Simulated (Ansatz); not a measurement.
# AlBF2H2O: the cost of one run

Program: Ansatz 0.2.0. Level of theory: UKS PBE0/def2-SVP. These are calculated values, not measurements.

### 1 The starting structure

Bond lengths: O1–B2 1.449 Å, B2–F3 1.425 Å, B2–Al4 2.044 Å, Al4–F5 1.830 Å, O1–H6 0.997 Å, Al4–H7 1.584 Å. Angles: O1–B2–F3 118.1°, O1–B2–Al4 123.4°, F3–B2–Al4 118.5°, B2–O1–H6 105.9°, B2–Al4–F5 119.7°, B2–Al4–H7 121.4°, F5–Al4–H7 118.6°.

Coordinates:

```xyz
7

O     0.0746   -0.1826    1.8489
B     0.3188   -0.6100    0.4860
F     1.1609   -1.7410    0.2776
Al   -0.4441    0.3506   -1.1488
F    -1.6074    1.7445   -0.9199
H     0.7301    0.5476    2.0279
H    -0.1716   -0.1771   -2.6173
```

### 2 End point A

File input.yaml:

```yaml
crystal:
  periodic: [false, false, false]
  atoms:
    - { symbol: O, position_ang: [0.0746, -0.1826, 1.8489] }
    - { symbol: B, position_ang: [0.3188, -0.61, 0.486] }
    - { symbol: F, position_ang: [1.1609, -1.741, 0.2776] }
    - { symbol: Al, position_ang: [-0.4441, 0.3506, -1.1488] }
    - { symbol: F, position_ang: [-1.6074, 1.7445, -0.9199] }
    - { symbol: H, position_ang: [0.7301, 0.5476, 2.0279] }
    - { symbol: H, position_ang: [-0.1716, -0.1771, -2.6173] }
magnetization:
  spin_polarized: true
basis:
  gaussian: { orbitals: def2-SVP }
hamiltonian:
  xc: pbe0
relax:
  f_tol: 0.02
  max_steps: 50
```

The run is started by

```bash
> ansatz run input.yaml --threads 2 --pin off --max-ram 3072MiB --backend cpu --events-out ev --progress --plain --runs-dir out
```

What time and memory should one allow on 2 threads of Arm Neoverse V1, shared host?

About 33 s, with a peak of 0.22 GiB.
